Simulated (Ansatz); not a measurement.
This script for a single point in a Gaussian basis of CH8B2NP, SMILES CBNBP with the Ansatz DFT code, driven from Python holds a mistake.

Input file `ch8b2np.xyz`:
```text
13

C     1.66570    0.93110   -0.44460
B     1.12290   -0.55590   -0.29380
N     0.09330   -0.90760    0.77610
B    -1.22620   -1.19180    0.06520
P    -2.68670    0.07310    0.14320
H     0.81780    1.61570   -0.65280
H     2.39140    0.97990   -1.28240
H     2.16800    1.23990    0.49520
H     1.50600   -1.39140   -1.03830
H    -0.04590   -0.06080    1.37220
H    -1.33890   -2.16080   -0.60280
H    -1.83940    1.22220   -0.12580
H    -2.62800    0.20650    1.58860
```

Script `ch8b2np_energy.py`:
```python
import ansatz as az
import numpy as np

BASIS_SET = 'cc-pVDZ'
FUNCTIONAL = 'PBE0'
NET_CHARGE = 0.5

system = az.Crystal.molecule_from_extxyz('ch8b2np.xyz')

calc = (
    system.calculation()
    .basis(gaussian=BASIS_SET)
    .functional(FUNCTIONAL)
    .charge(NET_CHARGE)
    .forces()
)
print(calc.to_yaml())
done = calc.run()
r = done.report

print('reference energy %16.6f eV' % r['reference_energy_ev'])
print('total energy     %16.6f eV' % r['free_energy_ev'])
print('occupied orbitals outside the frozen core (up, down):', r['n_occupied'], ' frozen:', r['n_frozen'], ' virtual:', r['n_virtual'])

state = r['mean_field']['state']
print(f'mean field: {state["energy"]["hartree"]:.7f} Ha, <S^2> = {abs(state["spin_squared"]):.4f}, stability: {state.get("stability", {}).get("kind")}')

symbols = [site.symbol for site in system.cartesian_sites]
forces = np.array(r['forces_ev_ang'])
print('largest force', round(float(np.linalg.norm(forces, axis=1).max()), 4), 'eV/A, rms', round(float(np.sqrt((forces ** 2).mean())), 4))

charges = r['charge_distribution']
print('dipole moment', round(4.803205 * float(np.linalg.norm(charges['dipole_moment_e_ang'])), 3), 'D')
print('Mulliken:', [(s, round(q, 3)) for s, q in zip(symbols, charges['mulliken_charges_e'])])
```

```console
$ python ch8b2np_energy.py
crystal:
  periodic: [false, false, false]
  atoms:
    - { symbol: C, position_ang: [1.6657, 0.9311, -0.4446] }
    - { symbol: B, position_ang: [1.1229, -0.5559, -0.2938] }
    - { symbol: "N", position_ang: [0.0933, -0.9076, 0.7761] }
    - { symbol: B, position_ang: [-1.2262, -1.1918, 0.0652] }
    - { symbol: P, position_ang: [-2.6867, 0.0731, 0.1432] }
    - { symbol: H, position_ang: [0.8178, 1.6157, -0.6528] }
    - { symbol: H, position_ang: [2.3914, 0.9799, -1.2824] }
    - { symbol: H, position_ang: [2.168, 1.2399, 0.4952] }
    - { symbol: H, position_ang: [1.506, -1.3914, -1.0383] }
    - { symbol: H, position_ang: [-0.0459, -0.0608, 1.3722] }
    - { symbol: H, position_ang: [-1.3389, -2.1608, -0.6028] }
    - { symbol: H, position_ang: [-1.8394, 1.2222, -0.1258] }
    - { symbol: H, position_ang: [-2.628, 0.2065, 1.5886] }
basis:
  gaussian:
    orbitals: cc-pVDZ
hamiltonian:
  xc: pbe0
total_charge: 0.5
output:
  forces: true

Traceback (most recent call last):
  File "ch8b2np_energy.py", line 18, in <module>
    done = calc.run()
  ...
ansatz.RefusalError: invalid value for `total_charge`: a molecule in open space takes a whole number
$ echo $?
1
```
(Library frames cut from the traceback.)

Find the fault and give the corrected script.

The fault: a molecule's charge must be whole. The correction:

```diff
--- before
+++ after
@@ -5,3 +5,2 @@
 FUNCTIONAL = 'PBE0'
-NET_CHARGE = 0.5
 
@@ -13,3 +12,2 @@
     .functional(FUNCTIONAL)
-    .charge(NET_CHARGE)
     .forces()
```

After the fix:

```console
$ python ch8b2np_energy.py
crystal:
  periodic: [false, false, false]
  atoms:
    - { symbol: C, position_ang: [1.6657, 0.9311, -0.4446] }
    - { symbol: B, position_ang: [1.1229, -0.5559, -0.2938] }
    - { symbol: "N", position_ang: [0.0933, -0.9076, 0.7761] }
    - { symbol: B, position_ang: [-1.2262, -1.1918, 0.0652] }
    - { symbol: P, position_ang: [-2.6867, 0.0731, 0.1432] }
    - { symbol: H, position_ang: [0.8178, 1.6157, -0.6528] }
    - { symbol: H, position_ang: [2.3914, 0.9799, -1.2824] }
    - { symbol: H, position_ang: [2.168, 1.2399, 0.4952] }
    - { symbol: H, position_ang: [1.506, -1.3914, -1.0383] }
    - { symbol: H, position_ang: [-0.0459, -0.0608, 1.3722] }
    - { symbol: H, position_ang: [-1.3389, -2.1608, -0.6028] }
    - { symbol: H, position_ang: [-1.8394, 1.2222, -0.1258] }
    - { symbol: H, position_ang: [-2.628, 0.2065, 1.5886] }
basis:
  gaussian:
    orbitals: cc-pVDZ
hamiltonian:
  xc: pbe0
output:
  forces: true

reference energy    -13291.005344 eV
total energy        -13291.005344 eV
occupied orbitals outside the frozen core (up, down): [23, 23]  frozen: 0  virtual: [91, 91]
mean field: -488.4354374 Ha, <S^2> = 0.0000, stability: minimum
largest force 3.0694 eV/A, rms 0.8147
dipole moment 1.759 D
Mulliken: [('C', -0.17), ('B', 0.009), ('N', -0.082), ('B', -0.025), ('P', -0.076), ('H', 0.061), ('H', 0.059), ('H', 0.064), ('H', -0.007), ('H', 0.111), ('H', 0.009), ('H', 0.021), ('H', 0.026)]
```

Notes:
- Total energies depend on the basis set; only differences at equal settings carry meaning.
- The geometry is a force-field or estimated start, not a minimum of this method, and the basis set is short of its limit.
- Wall time of the script: 6.4 s on 1 thread of Arm Neoverse V1, on a shared host, peak memory 0.3 GiB.

(Lines on the test bed's own set-up are left out of the output.)
